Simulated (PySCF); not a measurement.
# From one method to the next for BTe

Aim: see what other levels and later steps give for BTe.

The runs use PySCF 2.14.0; each script names its method and basis.

2 further runs of the same task are left out: 1 for a known fault of the program, 1 that didn't finish.

**1. The starting structure**

BTe: 2 atoms, charge 0, spin multiplicity 2.

Bond lengths: B1–Te2 2.028 Å.

**2. The base run**

File input.py:

```python
from pyscf import gto, scf, mp

mol = gto.M(
    atom='B 0 0 0; Te 0 0 2.028',
    basis='ano-rcc-vdzp',
    charge=0,
    spin=1,
    verbose=3,
)
mf = scf.UHF(mol)
mf = mf.sfx2c1e()
mf.kernel()
mp.MP2(mf).kernel()
mf.dip_moment()
print('orbital energies (hartree):', [e[max(0, n-3):n+3].round(4) for e, n in zip(mf.mo_energy, mol.nelec)])
```

Started as:

```sh
$ OMP_NUM_THREADS=1 python input.py
```

**3. MP2**

Edit 1 changes frozen orbitals: none → 19.

input.py, as its differences from that of step 2:

```diff
@@ -12,3 +12,3 @@
 mf.kernel()
-mp.MP2(mf).kernel()
+mp.MP2(mf, frozen=19).kernel()
 mf.dip_moment()
```

**4. Pbe (UKS)**

Edit 2 changes functional: none (Hartree–Fock) → pbe; SCF type: UHF → UKS; step after the SCF: mp2 → analyze.

File input.py:

```python
from pyscf import gto, dft

mol = gto.M(
    atom='B 0 0 0; Te 0 0 2.028',
    basis='ano-rcc-vdzp',
    charge=0,
    spin=1,
    verbose=3,
)
mf = dft.UKS(mol, xc='pbe')
mf = mf.sfx2c1e()
mf.kernel()
mf.analyze()
print('orbital energies (hartree):', [e[max(0, n-3):n+3].round(4) for e, n in zip(mf.mo_energy, mol.nelec)])
```

**5. TDHF**

Edit 3 changes step after the SCF: mp2 → tddft; number of roots: none → 5.

input.py, as its differences from that of step 2:

```diff
@@ -1,2 +1,2 @@
-from pyscf import gto, scf, mp
+from pyscf import gto, scf, tdscf
 
@@ -12,3 +12,6 @@
 mf.kernel()
-mp.MP2(mf).kernel()
+td = tdscf.TDHF(mf)
+td.nstates = 5
+td.kernel()
+td.analyze()
 mf.dip_moment()
```

**6. SCF alone**

Edit 4 changes step after the SCF: mp2 → none.

input.py, as its differences from that of step 2:

```diff
@@ -1,2 +1,2 @@
-from pyscf import gto, scf, mp
+from pyscf import gto, scf
 
@@ -12,3 +12,2 @@
 mf.kernel()
-mp.MP2(mf).kernel()
 mf.dip_moment()
```

Q: Predict the outcome of this session. Wanted: for each run, E(SCF); from base; gap, α spin; SCF dipole; after the SCF.

The runs gave:

| run | E(SCF) (hartree) | from base (eV) | gap, α spin (eV) | SCF dipole (D) | after the SCF |
| --- | --- | --- | --- | --- | --- |
| base | -6815.462774 | 0 | 9.73 | 0.57 | MP2 correlation -15.551 eV |
| MP2 | -6815.462774 | 0.0000 | 9.73 | 0.57 | MP2 correlation -13.455 eV, core frozen |
| pbe (UKS) | -6818.055257 | not comparable | 3.37 | 0.21 | n/a |
| TDHF | -6815.462774 | 0.0000 | 9.73 | 0.57 | lowest root found 1.28 eV |
| SCF alone | -6815.462774 | 0.0000 | 9.73 | 0.57 | n/a |

Total energies of different functionals can't be compared with each other; differences within one functional can.
